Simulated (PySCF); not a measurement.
**[PbCl5]−: other functionals and bases at one geometry**

An exercise on one series of results from a longer session: the logs are not shown, and one member is left open.

The runs use PySCF 2.14.0; several levels, as the steps say, no spin–orbit coupling.

2 further runs of the same task are left out: 1 for a known fault of the program, 1 that didn't finish. Runs told in other sessions of the task aren't counted.

## The starting structure

6 atoms, charge -1, spin multiplicity 1.

Bond lengths: Pb1–Cl2 2.514 Å, Pb1–Cl3 2.555 Å, Pb1–Cl4 2.555 Å, Pb1–Cl5 2.555 Å, Pb1–Cl6 2.555 Å. Angles: Cl2–Pb1–Cl3 102.7°, Cl2–Pb1–Cl4 102.7°, Cl2–Pb1–Cl5 102.7°, Cl2–Pb1–Cl6 102.7°, Cl3–Pb1–Cl4 87.2°, Cl3–Pb1–Cl5 154.5°, Cl3–Pb1–Cl6 87.2°, Cl4–Pb1–Cl5 87.2°, Cl4–Pb1–Cl6 154.5°, Cl5–Pb1–Cl6 87.2°.

Geometry (Å):

```
Pb    0.0000    0.0000   -0.0270
Cl    0.0000    0.0000    2.4868
Cl    2.4925    0.0000   -0.5906
Cl    0.0000    2.4925   -0.5906
Cl   -2.4925    0.0000   -0.5906
Cl    0.0000   -2.4925   -0.5906
```

Formal oxidation states: Pb +4. An earlier session relaxed this geometry at BP86, Pb def2-SVP with ECP60, Cl def2-SVP (singlet, point group C4v).

At BP86 on the finer grid: E = -2493.768261 Eh, HOMO -2.68 eV, LUMO -1.25 eV, Mulliken charge on Pb1 +0.68 e, largest force component 0.008 eV/Å. 

Levels to run: B3LYP; TPSS; PBE; CAM-B3LYP; BP86, TZVP; BP86, x2c-SVP. Hardware: 2 threads of Arm Neoverse V1, shared host.

Set-up of the first run:

The input, run.py (the lines that set the calculation):

```python
mol = gto.M(atom='''
Pb     0.00000     0.00000    -0.02695
Cl     0.00000     0.00000     2.48678
Cl     2.49250     0.00000    -0.59062
Cl     0.00000     2.49250    -0.59062
Cl    -2.49250     0.00000    -0.59062
Cl     0.00000    -2.49250    -0.59062''',
    basis={'Pb': 'def2-SVP', 'Cl': 'def2-SVP'},
    ecp={'Pb': 'def2-SVP'},
    charge=-1, spin=0)
mf = dft.RKS(mol, xc='B3LYP')
mf.grids.atom_grid = (75, 302)
mf = mf.density_fit()  # fitting sets: Pb def2-universal-JKFIT, Cl def2-universal-JKFIT
mf.conv_tol = 1e-08; mf.max_cycle = 55
mf.kernel(dm0)  # dm0: the density of the relaxed state
```

On the command line:

```bash
> OMP_NUM_THREADS=2 python run.py
```

Among the steps run: B3LYP; TPSS; PBE; CAM-B3LYP; BP86, TZVP; BP86, x2c-SVP.

One table of the session follows, with a row left open; its other results are not shown here.

```
              level  HOMO (eV)  gap (eV)  charge on Pb1 (e)  dipole (D)  largest force component (eV/Å)
BP86 (relaxed here)      -2.68      1.42               0.68        0.19                            0.01
              B3LYP          ?         ?                  ?           ?                               ?
               TPSS      -2.81      1.58               0.78        0.20                            0.10
                PBE      -2.57      1.45               0.68        0.19                            0.06
          CAM-B3LYP      -5.39      5.64               0.79        0.18                            0.58
         BP86, TZVP      -3.22      1.47               0.97        0.13                            0.24
      BP86, x2c-SVP      -2.65      1.42               0.74        0.20                            0.13
```

Estimate the missing values for B3LYP.

**Answer.** HOMO (eV): -3.70; gap (eV): 2.96; charge on Pb1 (e): 0.78; dipole (D): 0.19; largest force component (eV/Å): 0.14. In the column «HOMO (eV)» it lies between CAM-B3LYP (-5.39) and BP86, TZVP (-3.22).

The dipole of a charged species depends on the origin, so these sizes hold for this origin alone.

In one basis the HOMO–LUMO gap runs from 1.42 eV (BP86) to 5.64 eV (CAM-B3LYP). The largest leftover force, 0.58 eV/Å with CAM-B3LYP, stands at a geometry relaxed at another level. Total energies of different levels can't be compared.
